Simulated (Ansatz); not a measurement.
# Ti3NO2: the cost of one run

Computed with Ansatz 0.2.0 (DFT PBE, scalar-relativistic, plane waves, PAW, unless a step's input says otherwise).

## Step 1: The structure to begin with

It takes space group P2_1/m (No. 11, monoclinic). Conventional cell: a = 5.229 Å, b = 2.968 Å, c = 7.601 Å, α = 90.00°, β = 91.38°, γ = 90.00°. Ti (site symmetry m) has 3 N at 2.06 to 2.08 Å and 3 O at 2.19 to 2.31 Å as nearest neighbours. Ti (site symmetry m) has 3 N at 2.06 to 2.08 Å and 3 O at 2.16 to 2.22 Å as nearest neighbours. Ti (site symmetry m) is surrounded by 6 O at 2.12 to 2.31 Å. N (site symmetry m) is surrounded by 6 Ti at 2.06 to 2.08 Å. Around O (site symmetry m) lie 6 Ti at 2.12 to 2.19 Å. O (site symmetry m) is surrounded by 6 Ti at 2.16 to 2.31 Å.

Structure file:

```xyz
12
Lattice="5.2288 0.0000 -0.0066 0.0000 2.9680 0.0000 -0.1732 0.0000 7.5993" Properties=species:S:1:pos:R:3 pbc="T T T"
Ti    0.3765    2.2260    2.6508
Ti    2.9342    0.7420    2.6817
Ti    1.1125    0.7420    0.0505
Ti    3.9431    2.2260    7.5421
Ti    4.6791    0.7420    4.9418
Ti    2.1215    2.2260    4.9110
N     1.1975    0.7420    3.8227
N     3.8581    2.2260    3.7699
O     4.6395    0.7420    1.3580
O     2.1821    2.2260    1.2085
O     0.4161    2.2260    6.2346
O     2.8735    0.7420    6.3841
```

The cell was relaxed beforehand at this level, from a generated guess; it needn't be the stable form of this composition. At a tolerance of 0.05 Å it has space group P2_1/m (No. 11); it has 9.83 Å³/atom, an uncorrected energy of -2.17 eV/atom over the elements.

## Step 2: Static run: bands, density of states and charges

input.yaml reads:

```yaml
crystal:
  lattice:
    - [5.228824674, 0.0, -0.0066280109]
    - [0.0, 2.9679914569, 0.0]
    - [-0.1731782606, 0.0, 7.5992566911]
  atoms:
    - { symbol: Ti, position: [0.0835689654, 0.75, 0.3488989314] }
    - { symbol: Ti, position: [0.5728548893, 0.25, 0.3533845867] }
    - { symbol: Ti, position: [0.2129987359, 0.25, 0.0068365379] }
    - { symbol: Ti, position: [0.7870012641, 0.75, 0.9931634621] }
    - { symbol: Ti, position: [0.9164310346, 0.25, 0.6511010686] }
    - { symbol: Ti, position: [0.4271451107, 0.75, 0.6466154133] }
    - { symbol: "N", position: [0.2456880385, 0.25, 0.503248179] }
    - { symbol: "N", position: [0.7543119615, 0.75, 0.496751821] }
    - { symbol: O, position: [0.8932432933, 0.25, 0.1794826152] }
    - { symbol: O, position: [0.4226066937, 0.75, 0.1593974474] }
    - { symbol: O, position: [0.1067567067, 0.75, 0.8205173848] }
    - { symbol: O, position: [0.5773933063, 0.25, 0.8406025526] }
basis:
  ecutwfc: 420
kpoints:
  mp_grid: { grid: [8, 12, 6] }
  band_path:
    path:
      - [0.0, 0.0, 0.0]
      - [0.0, 0.5, 0.0]
      - [0.0, 0.5, 0.5]
      - [0.0, 0.0, 0.5]
      - [0.0, 0.0, 0.0]
      - [-0.5, 0.0, 0.5]
      - [-0.5, 0.5, 0.5]
      - [0.0, 0.5, 0.0]
      - [-0.5, 0.5, 0.0]
      - [-0.5, 0.0, 0.0]
      - [0.0, 0.0, 0.0]
    npoints: 10
hamiltonian:
  xc: pbe
scf:
  occupations: { method: gaussian, width: 0.1 }
  n_extra_bands: 30
output:
  forces: true
  stress: true
  eigenvalues: true
  populations: true
  dos: { projected: true, de: 0.02, nscf_kmesh: { grid: [10, 15, 8] } }
  bader: false
```

On the command line:

```console
$ ansatz run input.yaml --threads 1 --pin off --max-ram 2560MiB --backend cpu --events-out ev --progress --plain --runs-dir out
```

What time and memory should one allow on 1 thread of Intel Xeon 6975P-C (Granite Rapids), shared host?

About 2.4 min, with a peak of 2.1 GiB.
